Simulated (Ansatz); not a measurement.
## C₂H₃NS, SMILES C1=NCS1: an atomisation energy, step by step

Computed with the Ansatz DFT code, driven from Python.

`c2h3ns.xyz`
```text
7

C    -1.00290    0.35440   -0.39530
N    -0.01990    0.93160    0.13660
C     0.75780   -0.27900    0.29690
S    -0.45570   -1.20920   -0.42690
H    -1.98380    0.85400   -0.77100
H     1.00950   -0.47710    1.36020
H     1.75610   -0.24280   -0.24610
```

Interactive session:
```pycon
>>> from collections import Counter
>>> import ansatz as az
>>> def energy(molecule, charge=0, unpaired=0):
...     calc = (
...         molecule.calculation()
...         .basis(gaussian='def2-SVP')
...         .functional('pbe0')
...     )
...     if charge:
...         calc = calc.charge(charge)
...     if unpaired:
...         calc = calc.spin('collinear', total=unpaired)
...     return calc.run(threads=1, pin='off').report['free_energy_ev']
...
>>> molecule = az.Crystal.molecule_from_extxyz('c2h3ns.xyz')
>>> # unpaired electrons of the ground-state atoms
>>> unpaired = {'C': 2, 'N': 3, 'S': 2, 'H': 1}
>>> counts = Counter(site.symbol for site in molecule.cartesian_sites)
>>> atom_energy = {s: energy(az.Crystal.molecule().atom(s, (0, 0, 0)), 0, unpaired[s]) for s in counts}
>>> whole = energy(molecule, 0, 0)
>>> for s, e in atom_energy.items():
...     print(f'{s:2s} x{counts[s]}  {e:14.5f} eV')
...
C  x2     -1027.52001 eV
N  x1     -1482.44855 eV
S  x1    -10825.72021 eV
H  x3       -13.61361 eV
>>> print(f'C2H3NS: {whole:.5f} eV')
C2H3NS: -14432.00113 eV
>>> split = sum(counts[s] * e for s, e in atom_energy.items()) - whole
>>> print(f'atomisation energy (no zero-point term): {split:.3f} eV, {split / sum(counts.values()):.3f} eV an atom')
atomisation energy (no zero-point term): 27.952 eV, 3.993 eV an atom
```

27.952 eV from the electronic energies, without the zero-point term.

Total energies depend on the basis set; only differences at equal settings carry meaning. The geometry is a force-field or estimated start, not a minimum of this method, and the basis set is short of its limit. All parts are taken at fixed geometry, without zero-point energy. It ran for 1.9 s on 1 thread of Intel(R) Xeon(R) Processor @ 2.30GHz (shared host), peak memory 0.23 GiB.
